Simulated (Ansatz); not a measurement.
# Pt3Br: the cost of one run

Method: DFT PBE, scalar-relativistic, plane waves, PAW, in Ansatz 0.2.0.

2 further runs of the same task are left out: 1 that didn't finish, 1 set aside as unsound or not needed.

## Step 1: Starting point

It takes space group Pm-3m (No. 221, cubic). The conventional cell has a = 4.363 Å, b = 4.363 Å, c = 4.363 Å, α = 90.00°, β = 90.00°, γ = 90.00°. Around Pt (site symmetry 4/mmm) lie 8 Pt at 3.09 Å and 4 Br at 3.09 Å. Br (site symmetry m-3m) has 12 Pt at 3.09 Å as nearest neighbours.

Structure file:

```xyz
4
Lattice="4.3629 0.0000 0.0000 0.0000 4.3629 0.0000 0.0000 0.0000 4.3629" Properties=species:S:1:pos:R:3 pbc="T T T"
Pt    2.1815    2.1815    0.0000
Pt    2.1815    0.0000    2.1815
Pt    0.0000    2.1815    2.1815
Br    0.0000    0.0000    0.0000
```

A structure generator made this guess: species swapped into a database cell of MnCo3 (Pm-3m, No. 221), with Br on the Mn sites and Pt on the Co sites. Its size is a rough estimate.

## Step 2: Probe: one point on a coarse mesh

Input file input.yaml:

```yaml
crystal:
  lattice:
    - [4.36294268, 0.0, 0.0]
    - [0.0, 4.36294268, 0.0]
    - [0.0, 0.0, 4.36294268]
  atoms:
    - { symbol: Pt, position: [0.5, 0.5, 0.0] }
    - { symbol: Pt, position: [0.5, 0.0, 0.5] }
    - { symbol: Pt, position: [0.0, 0.5, 0.5] }
    - { symbol: Br, position: [0.0, 0.0, 0.0] }
basis:
  ecutwfc: 420
kpoints:
  mp_grid: { grid: [4, 4, 4] }
hamiltonian:
  xc: pbe
scf:
  occupations: { method: gaussian, width: 0.1 }
  lower_state_search: "off"
output:
  forces: true
  stress: true
  eigenvalues: true
```

Launch:

```
ansatz run input.yaml --threads 1 --pin off --max-ram 2048MiB --backend cpu --events-out ev --progress --plain --runs-dir out
```

**Question.** How long does this run take on 1 thread of Arm Neoverse V2, shared host, and how much memory does it need?

About 1.4 s, with a peak of 0.3 GiB.
